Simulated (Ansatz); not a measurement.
# C3H10FNSn: how energies converge with the basis set

An exercise on one series of results from a longer session: the logs are not shown, and one member is left open.

Computed with Ansatz 0.2.0, Gaussian basis. Level: one geometry, several basis sets.

Levels to be run: PBE0-D4/def2-SVP; ωB97M-V/def2-SVP; PBE0-D4/def2-QZVPP; ωB97M-V/def2-QZVPP; the functionals' def2-TZVPP values are taken from earlier runs.

3 further runs of the same task are left out: 3 that didn't finish.

## The relaxed structure

The geometry comes from an earlier relaxation with PBE0-D4 in a triple-zeta def2 set; it is a stationary point, not always the lowest conformer. Sn takes the def2 core potential; no spin-orbit term is included.

SMILES `C[N](C)[SnH]([CH3])[F]`, 16 atoms, charge 0, spin multiplicity 1.

Atoms are counted from 1 here; the program's logs count them from 0.

Bond lengths: C1–N2 1.442 Å, C1–H7 1.093 Å, C1–H8 1.099 Å, C1–H9 1.101 Å, N2–C3 1.442 Å, N2–Sn4 2.002 Å, C3–H10 1.099 Å, C3–H11 1.101 Å, C3–H12 1.093 Å, Sn4–C5 2.119 Å, Sn4–F6 1.943 Å, Sn4–H13 1.703 Å, C5–H14 1.090 Å, C5–H15 1.090 Å, C5–H16 1.089 Å. Angles: N2–C1–H7 111.0°, N2–C1–H8 110.3°, N2–C1–H9 113.1°, H7–C1–H8 107.2°, H7–C1–H9 107.7°, H8–C1–H9 107.3°, C1–N2–C3 112.9°, C1–N2–Sn4 120.2°, C3–N2–Sn4 120.1°, N2–C3–H10 110.3°, N2–C3–H11 113.0°, N2–C3–H12 110.9°, H10–C3–H11 107.3°, H10–C3–H12 107.4°, H11–C3–H12 107.7°, N2–Sn4–C5 110.4°, N2–Sn4–F6 108.7°, N2–Sn4–H13 108.0° and more.

The first run:

File in.yaml:

```yaml
crystal:
  periodic: [false, false, false]
  atoms:
    - {symbol: C, position_ang: [0.430927, 1.465634, 0.656132]}
    - {symbol: N, position_ang: [0.595086, 0.034637, 0.583935]}
    - {symbol: C, position_ang: [1.139221, -0.529260, 1.794981]}
    - {symbol: Sn, position_ang: [-0.608674, -1.060920, -0.581837]}
    - {symbol: C, position_ang: [-1.019158, -0.035518, -2.390360]}
    - {symbol: F, position_ang: [-2.344142, -1.207293, 0.278670]}
    - {symbol: H, position_ang: [0.043508, 1.863881, -0.285333]}
    - {symbol: H, position_ang: [1.398931, 1.951405, 0.840741]}
    - {symbol: H, position_ang: [-0.252107, 1.781301, 1.459972]}
    - {symbol: H, position_ang: [2.126669, -0.096526, 2.006571]}
    - {symbol: H, position_ang: [0.505623, -0.347820, 2.676824]}
    - {symbol: H, position_ang: [1.271211, -1.609953, 1.696418]}
    - {symbol: H, position_ang: [-0.019977, -2.658554, -0.592149]}
    - {symbol: H, position_ang: [-0.093697, 0.327597, -2.837082]}
    - {symbol: H, position_ang: [-1.677420, 0.806053, -2.175793]}
    - {symbol: H, position_ang: [-1.518901, -0.707363, -3.087390]}
basis:
  gaussian: {orbitals: def2-SVP}
hamiltonian: {xc: pbe0, dispersion: d4}
output: {orbitals: {seedname: orbitals}}
```

Among the steps run: PBE0-D4 in def2-SVP; ωB97M-V in def2-SVP; PBE0-D4 in def2-QZVPP; ωB97M-V in def2-QZVPP.

One table of the session follows, with a row left open; its other results are not shown here.

It belongs to the step «Functionals by basis». 

```
functional       basis  HOMO (eV)  LUMO (eV)
   PBE0-D4    def2-SVP      -6.20       0.44
   PBE0-D4  def2-TZVPP      -6.33       0.04
   PBE0-D4  def2-QZVPP      -6.35      -0.11
   ωB97M-V    def2-SVP      -8.51       2.38
   ωB97M-V  def2-TZVPP          ?          ?
   ωB97M-V  def2-QZVPP      -8.67       1.21
```

**Question.** Estimate the row for ωB97M-V, def2-TZVPP.

As computed: HOMO (eV): -8.64; LUMO (eV): 1.65. In the column «HOMO (eV)» it lies between ωB97M-V, def2-QZVPP (-8.67) and ωB97M-V, def2-SVP (-8.51).
